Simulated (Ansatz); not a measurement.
The system is HfIn4SiO6.

```xyz
12
Lattice="2.7159 -4.7036 0.0083 2.7159 4.7036 0.0083 -1.8792 0.0000 7.4013" Properties=species:S:1:pos:R:3 pbc="T T T"
Hf    2.7159   -2.7125    0.0083
In    1.7763   -1.1453    3.7090
In    2.7159    0.4231    0.0083
In    1.7763    2.0313    3.7090
In    1.7763   -4.3098    3.7090
Si    2.7159    3.5589    0.0083
O    -1.1497    0.2444    6.4159
O     4.7022    0.2444    1.0021
O     1.9910   -1.2091    6.4253
O     1.5616   -1.2091    0.9927
O     1.8741    2.2355    0.9933
O     1.6785    2.2355    6.4246
```

The cell was built by a generator and needn't be a form met in nature.

Base run:

```yaml
Program: Ansatz 0.2.0
Functional: PBE
Potentials_or_basis: Ansatz PAW
Cutoff: "420 eV (not typed: the program's choice for these potentials)"
k_mesh: 6 × 6 × 4
Occupations: fermi-dirac, width 0.05 eV
Spin: no spin polarisation
```

Its results: band gap on the k mesh none (metal or under the smearing width); pressure 0.0 GPa; largest force 0.013 eV/Å.

Question: The run is repeated on the same cell with these changes: functional from PBE to BLYP. What comes out?

Answer: Band gap on the k mesh none (metal or under the smearing width); pressure 4.2 GPa; largest force 0.102 eV/Å.

BLYP binds less tightly than PBE, so the same cell stands under more pressure.

Caveats: spin-orbit coupling is left out, which moves the levels of the heavy elements; the PAW data sets come from PBE, with cores solved anew for the run's functional, which leaves a small shift of forces and pressure (some runs).
